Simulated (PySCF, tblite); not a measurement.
**C₆H₁₀AlF: geometry, infrared bands and NMR shifts**

Wanted: the infrared bands and NMR shifts of C₆H₁₀AlF (`CC=C=CC[CH2][AlH][F]`), by calculation.

Computed with tblite 0.8.0 and PySCF 2.14.0, with density-fitted response routines of our own, on a single molecule in the gas phase. Atoms are numbered from 0 throughout.

### Step 1. The molecule as given

18 atoms, charge 0, multiplicity 1; geometry from: force field or distance geometry start.

Bonds of the start (Å): C0–C1 1.49, C1–C2 1.29, C2–C3 1.32, C3–C4 1.49, C4–C5 1.53, C5–Al6 1.97, Al6–F7 1.81, C0–H8 1.09, C0–H9 1.10, C0–H10 1.11, C1–H11 1.05, C3–H12 1.03, C4–H13 1.10, C4–H14 1.12, C5–H15 1.12, C5–H16 1.10, Al6–H17 1.60.

### Step 2. Optimising the geometry with GFN2-xTB

The job: settings as JSON, then the geometry in Å.

```
{"job": {"kind": "relax", "xc": "GFN2-xTB", "basis": "xTB"}, "charge": 0, "multiplicity": 1}
C      3.294500    -0.131100    -0.558600
C      2.374300     0.965300    -0.155300
C      1.121200     0.752000    -0.398900
C     -0.152700     0.536700    -0.659300
C     -0.880200    -0.204600     0.413300
C     -1.969800    -1.090900    -0.184700
Al    -3.213800     0.087100    -1.161300
F     -3.287000     1.858400    -0.796700
H      2.781500    -1.031000    -0.913400
H      3.939500     0.276600    -1.356200
H      3.972100    -0.373800     0.287500
H      2.627200     1.860500     0.326100
H     -0.535800     0.881100    -1.556400
H     -0.241100    -0.870500     1.010300
H     -1.301700     0.559800     1.111100
H     -2.492600    -1.572900     0.678900
H     -1.541900    -1.901400    -0.800900
H     -4.502300    -0.594800    -1.826600
```

Launch:

```console
$ OMP_NUM_THREADS=1 python probes_run.py task.json out
```

The driver reads the jobs from task.json and runs them one after another.

**Question.** This job is followed by: GFN2-xTB harmonic vibrations, gas phase; GIAO PBE0/pcSseg-1 NMR shielding, non-relativistic, gas phase. What will the session give for the following? strongest single infrared mode (GFN2-xTB); zero-point energy (GFN2-xTB); 13C shifts against TMS (PBE0/pcSseg-1); 1H shifts against TMS (PBE0/pcSseg-1, means over atoms taken as alike); 27Al shifts against AlH4- (PBE0/pcSseg-1); 19F shifts against CFCl3 (PBE0/pcSseg-1); surface potential, 1st and 99th percentile.

The runs gave:

```
                                                              quantity                                     value
                             strongest single infrared mode (GFN2-xTB)                     1860 cm⁻¹, 356 km/mol
                                          zero-point energy (GFN2-xTB)                             84.7 kcal/mol
                                13C shifts against TMS (PBE0/pcSseg-1)  214.0, 103.0, 96.9, 33.6, 20.6, 18.7 ppm
1H shifts against TMS (PBE0/pcSseg-1, means over atoms taken as alike)    5.59, 4.86, 4.86, 2.57, 1.87, 0.98 ppm
                             27Al shifts against AlH4- (PBE0/pcSseg-1)                                 121.2 ppm
                              19F shifts against CFCl3 (PBE0/pcSseg-1)                                -144.9 ppm
                                 surface potential, 1st and 99th percentile                        -1.50 V and 2.49 V
```

In words: Over 138 steps the energy fell by 0.876 eV; of the close pairs, Al6–F7 changed most, 1.810 to 1.652 Å. All 48 modes are real, so the xTB geometry is a minimum. The strongest single mode, at 1860 cm⁻¹, moves mainly H17. GFN2-xTB is a fitted tight-binding method: band positions and strengths are rough. Its intensities can rank the bands wrongly. C2 (central carbon of an allene) lies farthest downfield among carbon, at 214.0 ppm; the central sp carbon of an allene is among the most deshielded carbons of hydrocarbons. At PBE0/pcSseg-1: Shielding is most anisotropic at Al6 (span 211 ppm, paramagnetic term -425 ppm). By nearest atom (PBE0/pcSseg-1), the HOMO sits on C1, C2 about 34 % each and the LUMO on Al6 30 %; H12, H17 about 14 % each.
